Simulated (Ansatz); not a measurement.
# Hf2S: the cost of one run

Computed with the Python package of Ansatz 0.2.0. Level of theory: DFT PBEsol, plane waves, PAW.

## 1. The structure

It takes space group P6_3/mmc (No. 194, hexagonal). Conventional cell: a = 3.374 Å, b = 3.374 Å, c = 11.717 Å, α = 90.00°, β = 90.00°, γ = 120.00°. Hf (site symmetry 3m) has 3 S at 2.62 Å as nearest neighbours. S (site symmetry -6m2) has 6 Hf at 2.62 Å as nearest neighbours.

No structure file is read: the coordinates are typed or built in the script.

## 2. The script

The input, hf2s_drho.py:

```python
"""Density of Hf2S less that of its sublattices."""

import warnings

import ansatz
import numpy as np

vectors0 = np.array([
    [3.37427, 0.0, 0.0],
    [-1.68714, 2.92221, 0.0],
    [0.0, 0.0, 11.71741],
])
sites = [
    ("Hf", (2 / 3, 1 / 3, 0.89981)),
    ("Hf", (1 / 3, 2 / 3, 0.39981)),
    ("Hf", (2 / 3, 1 / 3, 0.60019)),
    ("Hf", (1 / 3, 2 / 3, 0.10019)),
    ("S", (0.0, 0.0, 0.75)),
    ("S", (0.0, 0.0, 0.25)),
]


def crystal_on(cell):
    crystal = ansatz.Crystal(lattice=ansatz.Lattice.of(cell))
    for symbol, position in sites:
        crystal = crystal.atom(symbol, position)
    return crystal

warnings.simplefilter("ignore", ansatz.DeckWarning)

# same cell, cutoff and mesh for the crystal and its parts
def solve(crystal):
    return (
        crystal.calculation()
        .scf(tolerance=1e-05, self_checks="high")
        .occupations("fermi_dirac", width=0.05)
        .functional(ansatz.Functional.PBESOL)
        .basis(460, grid_basis="typed")
        .kpoints(8, 8, 2)
        .density()
        .run(threads=1)
    )


whole = solve(crystal_on(vectors0))
difference = whole.density().channels[0].density_e_per_ang3.copy()
binding = whole.report["free_energy_ev"]
for element in ["Hf", "S"]:
    part = ansatz.Crystal(lattice=ansatz.Lattice.of(vectors0))
    for symbol, position in sites:
        if symbol == element:
            part = part.atom(symbol, position)
    alone = solve(part)
    difference -= alone.density().channels[0].density_e_per_ang3
    binding -= alone.report["free_energy_ev"]
    print(f"{element} sublattice: {alone.report['n_electrons']:g} electrons, {alone.report['n_iterations']} iterations")

voxel = abs(np.linalg.det(vectors0)) / difference.size
print(f"energy of the crystal less its unpolarised sublattices: {binding / len(sites):.4f} eV/atom")
print(f"net charge of the difference {difference.sum() * voxel:.5f} e, charge rearranged {0.5 * np.abs(difference).sum() * voxel:.3f} e")
print(f"extremes {difference.min():.4f} and {difference.max():.4f} e/A^3")
for (symbol, position) in sites:
    index = tuple(int(round(p * n)) % n for p, n in zip(position, difference.shape))
    print(f"  change of the pseudo-density at the grid point nearest {symbol}: {difference[index]:+.4f} e/A^3")
profile = difference.mean(axis=(0, 1))
print("planar mean along the third vector:", np.round(profile[:: max(len(profile) // 12, 1)], 4))
```

## 3. The calls as engine input

The package turns the script's settings into the engine's input (first run):

```yaml
crystal:
  lattice:
    - [3.37427, 0.0, 0.0]
    - [-1.68714, 2.92221, 0.0]
    - [0.0, 0.0, 11.71741]
  atoms:
    - { symbol: Hf, position: [0.6666666666666666, 0.3333333333333333, 0.89981] }
    - { symbol: Hf, position: [0.3333333333333333, 0.6666666666666666, 0.39981] }
    - { symbol: Hf, position: [0.6666666666666666, 0.3333333333333333, 0.60019] }
    - { symbol: Hf, position: [0.3333333333333333, 0.6666666666666666, 0.10019] }
    - { symbol: S, position: [0.0, 0.0, 0.75] }
    - { symbol: S, position: [0.0, 0.0, 0.25] }
basis:
  ecutwfc: 460.0
  fft_grid_basis: typed
kpoints:
  mp_grid:
    grid: [8, 8, 2]
hamiltonian:
  xc: pbesol
scf:
  self_checks: high
  convergence:
    dr2_threshold: 1.0e-05
  occupations:
    method: fermi_dirac
    width: 0.05
output:
  write_density: true
```

## 4. The run

Command:

```sh
python hf2s_drho.py
```

Q: Estimate wall time and peak memory on 1 thread of Arm Neoverse V2, shared host.

About 16 s, with a peak of 0.51 GiB.
